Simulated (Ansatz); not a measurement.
# Sc (Sc, simple cubic): the cost of one run

Computed with Ansatz 0.2.0 (DFT m-r2SCAN, plane waves (500 eV) with PAW, scalar-relativistic; PBE-made PAW files; m-r²SCAN is r²SCAN on the gauge-invariant kinetic-energy density, unless a step says otherwise).

### Step 1. The structure to begin with

The structure is cubic, space group Pm-3m (No. 221). The conventional cell has a = 3.000 Å, b = 3.000 Å, c = 3.000 Å, α = 90.00°, β = 90.00°, γ = 90.00°. Sc (site symmetry m-3m) has 6 Sc at 3.00 Å as nearest neighbours.

As a file:

```
CELL_PARAMETERS angstrom
3.00008 0.00000 0.00000
0.00000 3.00008 0.00000
0.00000 0.00000 3.00008
ATOMIC_POSITIONS crystal
Sc 0.00000 0.00000 0.00000
```

Starting moments (μB): +1.

### Step 2. Relaxation of the cell

Input file input.yaml:

```yaml
crystal:
  lattice:
    - [3.0000848774, 0.0, 0.0]
    - [0.0, 3.0000848774, 0.0]
    - [0.0, 0.0, 3.0000848774]
  atoms:
    - { symbol: Sc, position: [0.0, 0.0, 0.0], spin: 1.0 }
hamiltonian:
  xc: mr2scan
  pseudopotentials:
    kind: paw
    azcp:
      Sc: "pseudopotentials/Sc.paw.azcp"
basis:
  ecutwfc: 500
  fft_grid_basis: typed
kpoints:
  mp_grid: { grid: [10, 10, 10], shift: [0, 0, 0] }
magnetization:
  spin_polarized: true
scf:
  occupations: { method: fermi_dirac, width: 0.05 }
relax:
  max_steps: 60
  f_tol: 0.01
  cell: {}
```

Run with:

```
ansatz run input.yaml --threads 2 --pin off --max-ram 6144MiB --backend cpu --events-out ev --progress --plain --runs-dir out
```

What time and memory should one allow on 2 threads of Intel Xeon Platinum 8259CL at 2.50GHz (Skylake/Cascade Lake), shared host?

About 20 s, with a peak of 0.43 GiB.
